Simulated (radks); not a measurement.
# Cr⁺ in [Ar] 3d5: an all-electron calculation

The task here is to estimate one member of a computed series from the others.

Method: Dirac Kohn-Sham, PBE, spin-unpolarised, spherical densities, finite nucleus; open shells fill j = l - 1/2 first. Code: radks (a radial shooting solver on a logarithmic mesh, Libxc functionals) version 1.

### What is computed

- element: chromium (Z = 24)
- charge: +1
- electrons: 23
- configuration: [Ar] 3d5
- nuclear rms radius: 3.6452 fm

Set-up of the first run:

Settings of this run:

```text
Z 24
configuration [Ar] 3d5
relativity Dirac
functional pbe,pbe
spin unpolarised
j_filling energy
nucleus finite rms 3.6452 fm
c 137.035999084
```

On the command line:

```
python run_ks.py task.json out
```

This one command runs every case of the session in turn.

One of the session's tables, all rows but one given; the rest of the session is left out.

It belongs to the step «Shells». From the orbitals of this run (lengths in bohr):

```
level      <r>  outermost maximum (interpolated)  90 % within  nodes
1s1/2  0.06355                            0.0416        0.113      0
2s1/2   0.2929                             0.244        0.455      1
2p1/2   0.2579                             0.196        0.424      0
2p3/2   0.2607                             0.198        0.428      0
3s1/2   0.9033                             0.778         1.36      2
3p1/2   0.9621                             0.795         1.49      1
3p3/2   0.9712                             0.802         1.50      1
3d3/2        ?                                 ?            ?      ?
3d5/2    1.421                             0.844         2.56      0
```

Estimate the missing values for 3d3/2.

**Answer.** <r>: 1.414; outermost maximum (interpolated): 0.841; 90 % within: 2.54; nodes: 0. In the column «<r>» it lies between 3p3/2 (0.9712) and 3d5/2 (1.421).

To keep in mind: Spin polarisation and multiplet splitting are left out.
